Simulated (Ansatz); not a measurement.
**AsH3OS (SMILES OS[AsH2]): one structure at several levels**

An exercise on one series of results from a longer session: the logs are not shown, and one member is left open.

Computed with Ansatz 0.2.0, Gaussian basis. Level: single points in def2-TZVPP.

Correlated methods freeze the cores. Filled d shells of the heavier atoms are correlated.

### Starting geometry

SMILES `OS[AsH2]`, 6 atoms, charge 0, spin multiplicity 1.

Atoms are counted from 1 here; the program's logs count them from 0.

Bond lengths: O1–S2 1.705 Å, O1–H4 1.040 Å, S2–As3 2.328 Å, As3–H5 1.549 Å, As3–H6 1.510 Å. Angles: S2–O1–H4 111.0°, O1–S2–As3 99.0°, S2–As3–H5 92.4°, S2–As3–H6 94.9°, H5–As3–H6 90.9°.

As a file:

```mol
AsH3OS
  3D, bonds by distance, orders not assigned

  6  5  0  0  0  0  0  0  0  0999 V2000
   -0.7199   -1.1871   -0.5761 O   0  0
   -1.2764    0.4204   -0.4664 S   0  0
    0.6883    1.4391    0.2551 As  0  0
   -1.2069   -1.7986    0.1102 H   0  0
    1.5631    0.5532   -0.6667 H   0  0
    0.9063    0.4931    1.4123 H   0  0
  1  2  8  0
  1  4  8  0
  2  3  8  0
  3  5  8  0
  3  6  8  0
M  END
```

The first run:

The input, run/in.yaml:

```yaml
crystal:
  periodic: [false, false, false]
  atoms:
    - {symbol: O, position_ang: [-0.719900, -1.187100, -0.576100]}
    - {symbol: S, position_ang: [-1.276400, 0.420400, -0.466400]}
    - {symbol: As, position_ang: [0.688300, 1.439100, 0.255100]}
    - {symbol: H, position_ang: [-1.206900, -1.798600, 0.110200]}
    - {symbol: H, position_ang: [1.563100, 0.553200, -0.666700]}
    - {symbol: H, position_ang: [0.906300, 0.493100, 1.412300]}
basis:
  gaussian: {orbitals: def2-TZVPP}
correlation: {method: ccsd_t}
output: {forces: true}
```

No record of the launch command was kept for these runs.

Steps of the session up to this table: CCSD(T)/def2-TZVPP; PBE0-D4/def2-TZVPP; wB97M-V/def2-TZVPP; r2SCAN-D4/def2-TZVPP; PBE-D4/def2-TZVPP; CAM-B3LYP-D4/def2-TZVPP; wB97X-V/def2-TZVPP.

One table of the session follows, with a row left open; its other results are not shown here.

| method | RMS force component (eV/Å) | angle to CCSD(T) forces (°) | dipole (D) |
| --- | --- | --- | --- |
| CCSD(T) | 1.030 | reference | 1.54 |
| PBE0-D4 | 1.077 | 8.8 | 1.59 |
| wB97M-V | 1.070 | 6.1 | 1.57 |
| r2SCAN-D4 | 0.994 | 4.9 | 1.59 |
| PBE-D4 | 0.862 | 12.3 | 1.51 |
| CAM-B3LYP-D4 | ? | ? | ? |
| wB97X-V | 1.092 | 7.7 | 1.63 |

**Question.** Estimate the row for CAM-B3LYP-D4.

The run gave: RMS force component (eV/Å): 1.072; angle to CCSD(T) forces (°): 7.2; dipole (D): 1.60. In the column «RMS force component (eV/Å)» it lies between wB97M-V (1.070) and PBE0-D4 (1.077).
